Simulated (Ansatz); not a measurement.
# ZrHg: structure and electronic properties

The task here is to estimate one member of a computed series from the others.

Program: Ansatz 0.2.0. Level of theory: DFT r2SCAN, scalar-relativistic, plane waves, PAW. These are calculated values, not measurements.

## The starting structure

The structure is tetragonal, space group P4/mmm (No. 123). Conventional cell: a = 3.147 Å, b = 3.147 Å, c = 4.170 Å, α = 90.00°, β = 90.00°, γ = 90.00°. Zr (site symmetry 4/mmm) has 8 Hg at 3.05 Å and 4 Zr at 3.15 Å as nearest neighbours. Around Hg (site symmetry 4/mmm) lie 8 Zr at 3.05 Å and 4 Hg at 3.15 Å.

Coordinates:

```cif
data_structure
_symmetry_space_group_name_H-M 'P 1'
_symmetry_Int_Tables_number 1
_cell_length_a 3.1470
_cell_length_b 3.1470
_cell_length_c 4.1700
_cell_angle_alpha 90.000
_cell_angle_beta 90.000
_cell_angle_gamma 90.000
_cell_volume 41.30
loop_
_atom_site_label
_atom_site_type_symbol
_atom_site_fract_x
_atom_site_fract_y
_atom_site_fract_z
_atom_site_occupancy
Zr1 Zr 0.50000 0.50000 0.50000 1
Hg1 Hg 0.00000 0.00000 0.00000 1
```

Source of the structure: the Crystallography Open Database.

The first run:

(A quick probe on a coarse mesh, which set the mesh and smearing, is not shown.)

File input.yaml:

```yaml
crystal:
  lattice:
    - [3.147, 0.0, 0.0]
    - [0.0, 3.147, 0.0]
    - [0.0, 0.0, 4.17]
  atoms:
    - { symbol: Zr, position: [0.5, 0.5, 0.5] }
    - { symbol: Hg, position: [0.0, 0.0, 0.0] }
basis:
  ecutwfc: 500
kpoints:
  mp_grid: { grid: [14, 14, 10] }
hamiltonian:
  xc: r2scan
scf:
  occupations: { method: gaussian, width: 0.1 }
output:
  forces: true
  stress: true
  eigenvalues: true
relax:
  adjacent_minimum: "off"
  f_tol: 0.005
  max_steps: 80
  cell: { stress_tol: 0.05 }
```

On the command line:

```
ansatz run input.yaml --threads 1 --pin off --max-ram 2560MiB --backend cpu --events-out ev --progress --plain --runs-dir out
```

Steps of the session up to this table: The relaxation; Electronic structure at the relaxed geometry; The cell scaled to 0.97 of its volume; The cell scaled to 1.03 of its volume; The cell scaled to 0.94 of its volume; Volume × 1.06.

One of the session's tables, all rows but one given; the rest of the session is left out.

It belongs to the step «Fit of the equation of state». 

```
volume (Å³/atom)  energy above the lowest point (meV/atom)  pressure (GPa)
          19.871                                      29.2            7.84
          20.505                                         ?               ?
          21.139                                       0.0            0.01
          21.774                                       6.2           -3.04
          22.408                                      23.6           -5.62
```

Estimate the missing values for volume (Å³/atom) = 20.505.

Worked estimate for «energy above the lowest point (meV/atom)». A straight line through the neighbours (19.871, 29.2) and (21.139, 0.0) gives 29.2 + (0.0 − 29.2) × (20.505 − 19.871) / (21.139 − 19.871) = 14.6; a parabola fitted to 3 rows on both sides gives 7.7.

**Answer.** energy above the lowest point (meV/atom): 6.9; pressure (GPa): 3.60. In «energy above the lowest point (meV/atom)» the line misses by +7.7 and the parabola by +0.8.

To keep in mind: The projections leave out shells that the potentials don't hold, such as empty d states.
